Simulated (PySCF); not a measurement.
# C7H12Sn (SnMe(vinyl)3): the cost of one run

Computed with PySCF 2.14.0, with density-fitted response routines of our own, on a single molecule in the gas phase. Atoms count from 0, in the outputs and in this text.

### 1 The molecule as given

20 atoms, charge 0, multiplicity 1; geometry from: GFN2-xTB. The atoms were then displaced at random by about 0.03 Å, so the start is not that level's minimum.

Bonds of the start (Å): Sn0–C1 2.18, Sn0–C5 2.12, Sn0–C10 2.27, Sn0–C15 2.11, C1–H2 1.05, C1–H3 0.97, C1–H4 1.07, C5–C6 1.35, C5–H7 1.11, C6–H8 1.07, C6–H9 1.04, C10–C11 1.29, C10–H12 1.08, C11–H13 1.10, C11–H14 1.07, C15–C16 1.35, C15–H17 1.11, C16–H18 1.04, C16–H19 1.13.

### 2 Geometry optimisation at PBE0-D3(BJ)/def2-SVP

What the job is given:

```
{"job": {"xc": "PBE0", "basis": "def2-SVP", "d3": "d3bj", "grid": 1, "maxiter": 40, "shake": 0.03, "kind": "geom"}, "charge": 0, "multiplicity": 1}
Sn     0.081150     0.128480     0.449760
C      0.008530     0.044120     2.626520
H      0.468120    -0.858020     2.916150
H     -0.890600     0.048080     3.000010
H      0.534370     0.884470     3.037020
C      2.053550     0.282500    -0.309100
C      2.785660    -0.792770    -0.685290
H      2.574780     1.260940    -0.359260
H      2.339760    -1.766420    -0.608590
H      3.766490    -0.711590    -1.011230
C     -1.001980     2.044310    -0.106170
C     -2.036320     2.132090    -0.867240
H     -0.620110     2.995110     0.220790
H     -2.582890     1.262500    -1.272760
H     -2.523790     3.044150    -1.137220
C     -1.024330    -1.475710    -0.355660
C     -0.786350    -2.012590    -1.570780
H     -1.815240    -1.936200     0.268680
H     -0.050610    -1.676090    -2.226440
H     -1.417790    -2.883220    -1.909840
```

On the command line:

```bash
OMP_NUM_THREADS=1 python probes_run.py task.json out
```

The driver reads the jobs from task.json and runs them one after another.

Q: Estimate the wall time and peak memory of this first job on 1 thread of AMD EPYC, shared host.

About 8.8 min, with a peak of 0.81 GiB.
